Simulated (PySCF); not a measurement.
# AsH₂ radical: electronic structure in real space

Aim: take AsH₂ radical and analyse its density (charges, bond critical points, surface potential), measure its response to a uniform field and see where an electron leaves and enters.

Computed with PySCF 2.14.0. Level: levels as typed in each script, gas phase, geometry from GFN2-xTB.

## 1. Where the work starts

SMILES `[AsH2]`, 3 atoms, charge 0, spin multiplicity 2.

Bond lengths: As1–H2 1.504 Å, As1–H3 1.504 Å. Angles: H2–As1–H3 88.8°.

Coordinates:

```xyz
3
AsH2
As    0.0000   -0.0614    0.0000
H    -1.0523    1.0133    0.0000
H     1.0526    1.0131    0.0000
```

## 2. Density, bond paths and surface potential (PBE0/cc-pvtz)

input.py reads:

```python
import numpy as np
from pyscf import gto, scf, dft
from pyscf.scf import atom_ks, atom_hf
from scipy.linalg import block_diag

def solve(mol, dm0=None, hcore=None):
    mf = (dft.UKS if mol.spin else dft.RKS)(mol, xc='pbe0')
    mf.grids.level = 3
    mf = mf.density_fit(auxbasis='def2-universal-jkfit')
    mf.conv_tol, mf.max_cycle = 1e-8, 80
    if hcore is not None:
        mf.get_hcore = lambda *args: hcore
    mf.kernel(dm0)
    if not mf.converged:
        mf = mf.newton().run(mf.mo_coeff, mf.mo_occ, max_cycle=30)
    assert mf.converged, 'SCF not converged'
    return mf

mol = gto.M(atom='''
As    -0.00001    -0.06141     0.00000
H     -1.05235     1.01333     0.00000
H      1.05257     1.01311     0.00000
''', basis='cc-pvtz', charge=0, spin=1, verbose=4)
mf = solve(mol)
mf.analyze()
# spherically averaged free atoms, for the promolecule
atm = atom_ks.get_atm_nrks(mol, xc='pbe0')
pro = block_diag(*[(atm[a[0]][2] * atm[a[0]][3]) @ atm[a[0]][2].T for a in mol._atom])
np.savez('result.npz', e=mf.e_tot, c=mf.mo_coeff, occ=mf.mo_occ, eps=mf.mo_energy, pro=pro, dip=mf.dip_moment(verbose=0), s2=mf.spin_square()[0])
```

Run with:

```
$ OMP_NUM_THREADS=1 python input.py
```

## 4. Response to an electric field (r2SCAN/aug-cc-pvdz)

input.py reads:

```python
import numpy as np
from pyscf import gto, scf, dft
from pyscf.scf import atom_ks, atom_hf
from scipy.linalg import block_diag

def solve(mol, dm0=None, hcore=None):
    mf = (dft.UKS if mol.spin else dft.RKS)(mol, xc='r2scan')
    mf.grids.level = 3
    mf = mf.density_fit(auxbasis='def2-universal-jkfit')
    mf.conv_tol, mf.max_cycle = 1e-8, 80
    if hcore is not None:
        mf.get_hcore = lambda *args: hcore
    mf.kernel(dm0)
    if not mf.converged:
        mf = mf.newton().run(mf.mo_coeff, mf.mo_occ, max_cycle=30)
    assert mf.converged, 'SCF not converged'
    return mf

mol = gto.M(atom='''
As    -0.00001    -0.06141     0.00000
H     -1.05235     1.01333     0.00000
H      1.05257     1.01311     0.00000
''', basis='aug-cc-pvdz', charge=0, spin=1, verbose=4)
field = np.array([-0.005, -0.0, -0.0])  # atomic units
mol.set_common_orig(mol.atom_charges() @ mol.atom_coords() / mol.atom_charges().sum())
mf = solve(mol)
out = dict(dm0=mf.make_rdm1(), d0=mf.dip_moment(unit='AU'), e0=mf.e_tot)
for name, sign in (('p', 1), ('m', -1)):
    h = mf.get_hcore() + sign * np.einsum('x,xij->ij', field, mol.intor('int1e_r'))
    mi = solve(mol, mf.make_rdm1(), h)
    out.update({'dm' + name: mi.make_rdm1(), 'd' + name: mi.dip_moment(unit='AU'), 'e' + name: mi.e_tot})
# spherically averaged free atoms, for the promolecule
atm = atom_ks.get_atm_nrks(mol, xc='r2scan')
pro = block_diag(*[(atm[a[0]][2] * atm[a[0]][3]) @ atm[a[0]][2].T for a in mol._atom])
np.savez('result.npz', pro=pro, **out)
```

## 6. Removing and adding an electron (M06-2X/def2-svpd)

input.py reads:

```python
import numpy as np
from pyscf import gto, scf, dft
from pyscf.scf import atom_ks, atom_hf
from scipy.linalg import block_diag

def solve(mol, dm0=None, hcore=None):
    mf = (dft.UKS if mol.spin else dft.RKS)(mol, xc='m062x')
    mf.grids.level = 3
    mf = mf.density_fit(auxbasis='def2-universal-jkfit')
    mf.conv_tol, mf.max_cycle = 1e-8, 80
    if hcore is not None:
        mf.get_hcore = lambda *args: hcore
    mf.kernel(dm0)
    if not mf.converged:
        mf = mf.newton().run(mf.mo_coeff, mf.mo_occ, max_cycle=30)
    assert mf.converged, 'SCF not converged'
    return mf

mol = gto.M(atom='''
As    -0.00001    -0.06141     0.00000
H     -1.05235     1.01333     0.00000
H      1.05257     1.01311     0.00000
''', basis='def2-svpd', charge=0, spin=1, verbose=4)
mf = solve(mol)
out = dict(e0=mf.e_tot, dm0=mf.make_rdm1(), c=mf.mo_coeff, occ=mf.mo_occ, eps=mf.mo_energy)
for name, dq, spin in [('cation', 1, 0), ('anion', -1, 0)]:
    ion = mol.copy().set(charge=mol.charge + dq, spin=spin).build()
    mi = solve(ion)
    if spin and dq > 0 and mol.nao < 130:
        c, _, stable, _ = mi.stability(return_status=True)
        if not stable:
            mi = solve(ion, mi.make_rdm1(c, mi.mo_occ))
    print(name, 'vertical energy change / eV', (mi.e_tot - mf.e_tot) * 27.211386)
    out.update({'e_' + name: mi.e_tot, 'dm_' + name: mi.make_rdm1(), 's2_' + name: mi.spin_square()[0], 'eps_' + name: mi.mo_energy, 'occ_' + name: mi.mo_occ})
# spherically averaged free atoms, for the promolecule
atm = atom_ks.get_atm_nrks(mol, xc='m062x')
pro = block_diag(*[(atm[a[0]][2] * atm[a[0]][3]) @ atm[a[0]][2].T for a in mol._atom])
np.savez('result.npz', pro=pro, **out)
```

(Steps that only read results are left out.)

Q: Predict the outcome of this session. Wanted: dipole moment; HOMO, LUMO; polarisability along the field.

As calculated:

| quantity | value |
| --- | --- |
| dipole moment (PBE0/cc-pvtz) | 0.35 D |
| HOMO, LUMO (PBE0/cc-pvtz) | -6.88, -3.10 eV |
| polarisability along the field (r2SCAN/aug-cc-pvdz) | 33.9 bohr³ |

What this shows: At PBE0/cc-pvtz: The highest Hirshfeld charge is on As1 (+0.08 e), the lowest on H2 and H3 (−0.04 e). The geometry was not optimised at these levels.
